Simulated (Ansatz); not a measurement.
# TmC: the cost of one run

Program: Ansatz 0.2.0. Level of theory: DFT PBE+U (U_eff = 6 eV on Tm 4f), scalar-relativistic, plane waves, PAW. These are calculated values, not measurements.

1 further run of the same task is left out (set aside as unsound or not needed). Runs told in other sessions of the task aren't counted.

### 1 Starting point

The structure is cubic, space group Pm-3m (No. 221). Conventional cell: a = 2.952 Å, b = 2.952 Å, c = 2.952 Å, α = 90.00°, β = 90.00°, γ = 90.00°. Tm (site symmetry m-3m) is surrounded by 8 C at 2.56 Å. C (site symmetry m-3m) is surrounded by 8 Tm at 2.56 Å.

Structure file:

```cif
data_structure
_symmetry_space_group_name_H-M 'P 1'
_symmetry_Int_Tables_number 1
_cell_length_a 2.9524
_cell_length_b 2.9524
_cell_length_c 2.9524
_cell_angle_alpha 90.000
_cell_angle_beta 90.000
_cell_angle_gamma 90.000
_cell_volume 25.74
loop_
_atom_site_label
_atom_site_type_symbol
_atom_site_fract_x
_atom_site_fract_y
_atom_site_fract_z
_atom_site_occupancy
Tm1 Tm 0.00000 0.00000 0.00000 1
C1 C 0.50000 0.50000 0.50000 1
```

Starting moments: Tm 2.00 μB.

### 2 A coarse mesh, to find the state of the open shells

input.yaml reads:

```yaml
crystal:
  lattice:
    - [2.9524307126, 0.0, 0.0]
    - [0.0, 2.9524307126, 0.0]
    - [0.0, 0.0, 2.9524307126]
  atoms:
    - { symbol: Tm, position: [0.0, 0.0, 0.0], spin: 2.0 }
    - { symbol: C, position: [0.5, 0.5, 0.5] }
basis:
  ecutwfc: 420
  ecutrho_ratio: 4
kpoints:
  mp_grid: { grid: [5, 5, 5] }
hamiltonian:
  xc: pbe
  hubbard: { sites: [{ species: Tm, l: f, u_eff: 6.0 }] }
scf:
  occupations: { method: gaussian, width: 0.05 }
output:
  forces: true
  stress: true
  eigenvalues: true
  populations: true
  hubbard: { sites: [{ species: Tm, l: f }] }
magnetization:
  spin_polarized: true
```

Command:

```console
$ ansatz run input.yaml --threads 2 --pin off --max-ram 2662MiB --backend cpu --events-out ev --progress --plain --runs-dir out
```

**Question.** How long does this run take on 2 threads of Intel Xeon 6975P-C (Granite Rapids), shared host, and how much memory does it need?

About 15 s, with a peak of 0.38 GiB.
